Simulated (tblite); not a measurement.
# BrF2S: the cost of one run

Programs: tblite 0.8.0 and PySCF 2.14.0. All values are calculated, for the isolated system unless a continuum is named. Atoms count from 0, parts from 1.

## 1. Starting point

4 atoms, charge -1, multiplicity 1; geometry: rigid parts in contact. Parts: 1 = atoms 0–2, `FSF`, charge 0; 2 = atom 3, `[Br-]`, charge -1.

## 2. Bringing the parts together with GFN2-xTB

Job settings and geometry (Å):

```
{"job": {"kind": "dock", "xc": "GFN2-xTB", "basis": "xTB"}, "charge": -1, "multiplicity": 1, "parts": [{"atoms": "0-2", "charge": 0, "multiplicity": 1}, {"atoms": "3-3", "charge": -1, "multiplicity": 1}]}
F     -1.226036    -0.360568     0.012870
S     -0.000760     0.718236    -0.016708
F      1.226797    -0.357668     0.003838
Br     0.920076     3.674459    -0.065135
```

With the program's defaults for keys left out, this is: GFN2-xTB search for minima from random contacts, gas phase.

Command:

```bash
$ OMP_NUM_THREADS=1 python cluster_run.py task.json out
```

The driver reads the jobs from task.json and runs them one after another.

**Question.** How long does this first job take on 1 thread of Intel Xeon Platinum 8375C at 2.90GHz, shared host?

About 1.6 s.
